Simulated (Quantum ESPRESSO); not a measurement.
# SiO (Pm-3m) in Quantum ESPRESSO: settings compared, part 4 of 5

Quantum ESPRESSO 7.5. Earlier steps stand in the parts before.

### 5 Energy-loss spectrum, LDA

The input, pw.in:

```
&CONTROL
  calculation = 'scf'
  prefix = 'pwscf'
  outdir = './tmp'
  pseudo_dir = './pseudo'
  tprnfor = .true.
  tstress = .true.
  disk_io = 'low'
/
&SYSTEM
  ibrav = 0
  nat = 2
  ntyp = 2
  ecutwfc = 45
  ecutrho = 360
  nbnd = 10
  occupations = 'smearing'
  smearing = 'fd'
  degauss = 0.00367493
/
&ELECTRONS
  conv_thr = 4d-10
  electron_maxstep = 120
  mixing_beta = 0.05
/
ATOMIC_SPECIES
Si    28.0850 si_lda_v1.uspp.F.UPF
O     15.9990 o_lda_v1.2.uspp.F.UPF
CELL_PARAMETERS bohr
   5.3044045400    0.0000000000    0.0000000000
   0.0000000000    5.3044045400    0.0000000000
   0.0000000000    0.0000000000    5.3044045400
ATOMIC_POSITIONS bohr
Si     0.0000000000    0.0000000000    0.0000000000
O      2.6522022700    2.6522022700    2.6522022700
K_POINTS automatic
5 5 5 1 1 1
```

The input, scf2.in:

```
&CONTROL
  calculation = 'scf'
  prefix = 'pwscf'
  outdir = './tmp'
  pseudo_dir = './pseudo'
  tprnfor = .true.
  tstress = .true.
  disk_io = 'low'
/
&SYSTEM
  ibrav = 0
  nat = 2
  ntyp = 2
  ecutwfc = 45
  ecutrho = 360
  nbnd = 10
  occupations = 'smearing'
  smearing = 'fd'
  degauss = 0.00367493
/
&ELECTRONS
  conv_thr = 1d-11
  electron_maxstep = 120
  mixing_beta = 0.05
  startingpot = 'file'
  startingwfc = 'file'
/
ATOMIC_SPECIES
Si    28.0850 si_lda_v1.uspp.F.UPF
O     15.9990 o_lda_v1.2.uspp.F.UPF
CELL_PARAMETERS bohr
   5.3044045400    0.0000000000    0.0000000000
   0.0000000000    5.3044045400    0.0000000000
   0.0000000000    0.0000000000    5.3044045400
ATOMIC_POSITIONS bohr
Si     0.0000000000    0.0000000000    0.0000000000
O      2.6522022700    2.6522022700    2.6522022700
K_POINTS automatic
5 5 5 1 1 1
```

The input, eels.in:

```
&LR_INPUT
  prefix = 'pwscf'
  outdir = './tmp'
  restart_step = 5000
  restart = .false.
/
&LR_CONTROL
  calculator = 'lanczos'
  approximation = 'RPA_with_CLFE'
  q1 = 0.2233715753
  q2 = 0
  q3 = 0
  itermax = 400
/
```

The input, spectrum.in:

```
&LR_INPUT
  prefix = 'pwscf'
  outdir = './tmp'
  eels = .true.
  itermax0 = 400
  itermax = 20000
  extrapolation = 'osc'
  epsil = 0.03
  units = 1
  start = 0
  end = 40
  increment = 0.2
/
```

The input, spectrum_short.in:

```
&LR_INPUT
  prefix = 'pwscf'
  outdir = './tmp'
  eels = .true.
  itermax0 = 266
  itermax = 20000
  extrapolation = 'osc'
  epsil = 0.03
  units = 1
  start = 0
  end = 40
  increment = 0.2
/
```

Potentials or basis: GBRV 1.5 LDA.

Launch:

```console
$ OMP_NUM_THREADS=1 pw.x -in pw.in > pw.out
$ OMP_NUM_THREADS=1 pw.x -in scf2.in > scf2.out
$ OMP_NUM_THREADS=1 turbo_eels.x -in eels.in > eels.out
$ OMP_NUM_THREADS=1 turbo_spectrum.x -in spectrum.in > spectrum.out
$ OMP_NUM_THREADS=1 turbo_spectrum.x -in spectrum_short.in > spectrum_short.out
```

pw.out:

```text
This program is part of the open-source Quantum ESPRESSO suite
     for quantum simulation of materials; please cite
[... 9 lines left out ...]
     --------------------
     sticks:   dense  smooth     PW     G-vecs:    dense   smooth      PW
     Sum         797     405    137                17077     6043    1189

     Using Slab Decomposition

     bravais-lattice index     =            0
     lattice parameter (alat)  =       5.3044  a.u.
     unit-cell volume          =     149.2485 (a.u.)^3
     number of atoms/cell      =            2
     number of atomic types    =            2
     number of electrons       =        10.00
     number of Kohn-Sham states=           10
     kinetic-energy cutoff     =      45.0000  Ry
     charge density cutoff     =     360.0000  Ry
     scf convergence threshold =      4.0E-10
     mixing beta               =       0.0500
     number of iterations used =            8  plain     mixing
     Exchange-correlation= SLA  PZ   NOGX NOGC
                           (   1   1   0   0   0   0   0)

     celldm(1)=   5.304405  celldm(2)=   0.000000  celldm(3)=   0.000000
     celldm(4)=   0.000000  celldm(5)=   0.000000  celldm(6)=   0.000000

     crystal axes: (cart. coord. in units of alat)
               a(1) = (   1.000000   0.000000   0.000000 )
               a(2) = (   0.000000   1.000000   0.000000 )
               a(3) = (   0.000000   0.000000   1.000000 )

     reciprocal axes: (cart. coord. in units 2 pi/alat)
               b(1) = (  1.000000  0.000000  0.000000 )
               b(2) = (  0.000000  1.000000  0.000000 )
               b(3) = (  0.000000  0.000000  1.000000 )

     PseudoPot. # 1 for Si read from file:
     si_lda_v1.uspp.F.UPF
     Pseudo is Ultrasoft + core correction, Zval =  4.0
     Generated by new atomic code, or converted to UPF format
     Using radial grid of  899 points,  6 beta functions with:
                l(1) =   0
                l(2) =   0
                l(3) =   1
                l(4) =   1
                l(5) =   2
                l(6) =   2
     Q(r) pseudized with  8 coefficients,  rinner =    0.900   0.900   0.900
                                                       0.900   0.900

     PseudoPot. # 2 for O  read from file:
     o_lda_v1.2.uspp.F.UPF
     Pseudo is Ultrasoft + core correction, Zval =  6.0
     Generated by new atomic code, or converted to UPF format
     Using radial grid of  737 points,  5 beta functions with:
                l(1) =   0
                l(2) =   0
                l(3) =   1
                l(4) =   1
                l(5) =   2
     Q(r) pseudized with  8 coefficients,  rinner =    0.900   0.900   0.900
                                                       0.900   0.900

     atomic species   valence    mass     pseudopotential
     Si                4.00    28.08500     Si( 1.00)
     O                 6.00    15.99900     O ( 1.00)

     48 Sym. Ops., with inversion, found

   Cartesian axes

     site n.     atom                  positions (alat units)
         1        Si     tau(   1) = (   0.0000000   0.0000000   0.0000000  )
         2        O      tau(   2) = (   0.5000000   0.5000000   0.5000000  )

     number of k points=    10  Fermi-Dirac smearing, width (Ry)=  0.0037
                       cart. coord. in units 2pi/alat
        k(    1) = (   0.1000000   0.1000000   0.1000000), wk =   0.1280000
        k(    2) = (   0.1000000   0.1000000   0.3000000), wk =   0.3840000
        k(    3) = (   0.1000000   0.1000000  -0.5000000), wk =   0.1920000
        k(    4) = (   0.1000000   0.3000000   0.3000000), wk =   0.3840000
        k(    5) = (   0.1000000   0.3000000  -0.5000000), wk =   0.3840000
        k(    6) = (   0.1000000  -0.5000000  -0.5000000), wk =   0.0960000
        k(    7) = (   0.3000000   0.3000000   0.3000000), wk =   0.1280000
        k(    8) = (   0.3000000   0.3000000  -0.5000000), wk =   0.1920000
        k(    9) = (   0.3000000  -0.5000000  -0.5000000), wk =   0.0960000
        k(   10) = (  -0.5000000  -0.5000000  -0.5000000), wk =   0.0160000

     Dense  grid:    17077 G-vectors     FFT dimensions: (  36,  36,  36)

     Smooth grid:     6043 G-vectors     FFT dimensions: (  24,  24,  24)

     Initial potential from superposition of free atoms

     starting charge       9.9994, renormalised to      10.0000
     Starting wfcs are    8 randomized atomic wfcs +    2 random wfcs

     Self-consistent Calculation

     iteration #  1     ecut=    45.00 Ry     beta= 0.05
     Davidson diagonalization with overlap
     ethr =  1.00E-02,  avg # of iterations =  4.1

     total energy              =     -41.84122822 Ry
     estimated scf accuracy    <       0.39608924 Ry
[... 99 lines left out ...]
     iteration # 16     ecut=    45.00 Ry     beta= 0.05
     Davidson diagonalization with overlap
     ethr =  4.05E-10,  avg # of iterations =  1.1

     End of self-consistent calculation

          k = 0.1000 0.1000 0.1000 (   766 PWs)   bands (ev):

   -10.1152   1.6406   5.4555   5.4555   7.2316  14.4729  14.4729  15.9813
    19.0636  19.0636
[... 18 lines left out ...]
    -8.5878   0.3518   3.2604   6.5899   6.9134  11.7294  12.5156  16.5568
    19.6048  22.6547

          k = 0.1000-0.5000-0.5000 (   752 PWs)   bands (ev):

    -8.2863   2.1594   2.1594   4.1710   6.8540  12.7155  12.7155  16.8550
    18.0047  22.2097

          k = 0.3000 0.3000 0.3000 (   750 PWs)   bands (ev):
[... 6 lines left out ...]
    -8.2161   1.5941   3.6563   4.9428   7.2503   9.7368  11.1352  14.2561
    20.2143  21.7212

          k = 0.3000-0.5000-0.5000 (   744 PWs)   bands (ev):

    -7.9587   3.1644   3.1644   5.0944   5.5837  10.1919  10.1919  12.2658
    20.4454  21.9096

          k =-0.5000-0.5000-0.5000 (   720 PWs)   bands (ev):

    -7.7355   4.1770   4.1770   4.1770   8.2742   8.3991   8.3991   8.3991
    21.8433  21.8433

     the Fermi energy is     9.5812 ev

!    total energy              =     -41.78597824 Ry
     estimated scf accuracy    <          3.2E-10 Ry
     smearing contrib. (-TS)   =      -0.00064400 Ry
     internal energy E=F+TS    =     -41.78533424 Ry

     The total energy is F=E-TS. E is the sum of the following terms:
     one-electron contribution =      -4.44012819 Ry
     hartree contribution      =       9.06007276 Ry
     xc contribution           =     -11.33397266 Ry
     ewald contribution        =     -35.07130614 Ry

     convergence has been achieved in  16 iterations

     Forces acting on atoms (cartesian axes, Ry/au):

     atom    1 type  1   force =     0.00000000    0.00000000    0.00000000
     atom    2 type  2   force =     0.00000000    0.00000000    0.00000000

     Total force =     0.000000     Total SCF correction =     0.000000

     Computing stress (Cartesian axis) and pressure

          total   stress  (Ry/bohr**3)                   (kbar)     P=      -62.76
  -0.00042664   0.00000000   0.00000000          -62.76        0.00        0.00
   0.00000000  -0.00042664   0.00000000            0.00      -62.76        0.00
   0.00000000   0.00000000  -0.00042664            0.00        0.00      -62.76

=------------------------------------------------------------------------------=
   JOB DONE.
=------------------------------------------------------------------------------=
```

Run time: 74 s. Hardware: 1 thread of Arm Neoverse V2, shared host; peak memory 0.1 GiB.

Results:

| Property | Result |
| --- | --- |
| Free energy | -568.5272 eV |
| Pressure | -6.3 GPa |
| Band gap on the k mesh | none (metal or under the smearing width) |
| Peak of the energy-loss function | 20.6 eV |

Levels at points of the mesh, in eV from the Fermi level:
| k point | band 2 | band 3 | band 4 | band 5 | band 6 | band 7 | band 8 | band 9 |
| --- | --- | --- | --- | --- | --- | --- | --- | --- |
| (-0.50, -0.50, -0.50) | -5.40 | -5.40 | -5.40 | -1.31 | -1.18 | -1.18 | -1.18 | 12.26 |

Energy-loss function at q = [0.5, 0.0, 0.0] (Å⁻¹, cartesian):
| energy (eV) | loss |
| --- | --- |
| 0.0 | 0.000 |
| 1.8 | 0.010 |
| 3.4 | 0.054 |
| 5.2 | 0.097 |
| 7.0 | 0.133 |
| 8.6 | 0.178 |
| 10.4 | 0.336 |
| 12.2 | 0.717 |
| 13.8 | 0.700 |
| 15.6 | 0.733 |
| 17.4 | 1.052 |
| 19.0 | 1.637 |
| 20.8 | 2.359 |
| 22.4 | 1.577 |
| 24.2 | 1.042 |
| 26.0 | 0.723 |
| 27.6 | 0.482 |
| 29.4 | 0.417 |
| 31.2 | 0.513 |
| 32.8 | 0.539 |
| 34.6 | 0.443 |
| 36.4 | 0.390 |
| 38.0 | 0.332 |
| 39.8 | 0.237 |

Caveat: the k mesh is coarse (spacing up to 0.45 Å⁻¹), so the values aren't converged.

(Part 4 of 5 ends here.)
